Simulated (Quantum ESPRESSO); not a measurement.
MoS2 in Quantum ESPRESSO: the effect of Hubbard term

The system is MoS2.

```xyz
3
Lattice="1.5855 0.9154 6.1150 -1.5855 0.9154 6.1150 0.0000 -1.8308 6.1150" Properties=species:S:1:pos:R:3 pbc="T T T"
Mo    0.0000    0.0000    0.0000
S     0.0000    0.0000   13.7587
S     0.0000    0.0000    4.5862
```

Measurements of this composition are mostly on another form, of space group No. 194.

Alike in all runs:

* Program: Quantum ESPRESSO 7.5
* Task: single point
* Functional: PBEsol
* Potentials or basis: PseudoDojo 0.4.1 SR PBEsol standard
* Cutoff: 1088 eV
* Density cutoff: 4354 eV
* k mesh: 7 × 7 × 7
* Occupations: gaussian, width 0.05 eV
* Spin: collinear spin, ferromagnetic start
* Starting moments: [2.0, 0.0, 0.0] μB
* Hubbard projectors: ortho-atomic
* Double: 1
* Start of the occupations: atomic
* Moments locked: none
* Magnetic state asked for: fm
* Formal shell electrons: 1 d2

| Hubbard term | pressure (GPa) | moment (μB) | largest force (eV/Å) |
| --- | --- | --- | --- |
| none | 3.2 | 0.00 | 0.78 |
| Mo d U = 1 eV | 3.1 | 0.00 | 0.77 |
| Mo d U = 2 eV | 3.0 | 0.01 | 0.76 |
| Mo d U = 3 eV | 3.0 | 0.15 | 0.74 |
| Mo d U = 4 eV | 10.6 | 1.45 | 1.07 |
| Mo d U = 6 eV | ? | ? | ? |
| Mo d U = 8 eV | 25.2 | 2.12 | 1.92 |

Task: What does the run with Hubbard term Mo d U = 6 eV give?

Result: Pressure 20.0 GPa; moment 2.08 μB; largest force 1.48 eV/Å.

Worked out: A parabola through the other rows of the pressure, of slope 4.4 GPa per eV there, gives 15.1 GPa, against the run's 20.0. The fit is too stiff a form for this range. The moment follows no smooth curve through the other rows. A parabola through the other rows of the largest force, of slope 0.24 eV/Å per eV there, gives 1.35 eV/Å, against the run's 1.48. The fit is too stiff a form for this range.

Caveats: the cell's inner coordinates are idealised or old, which leaves forces on the atoms.
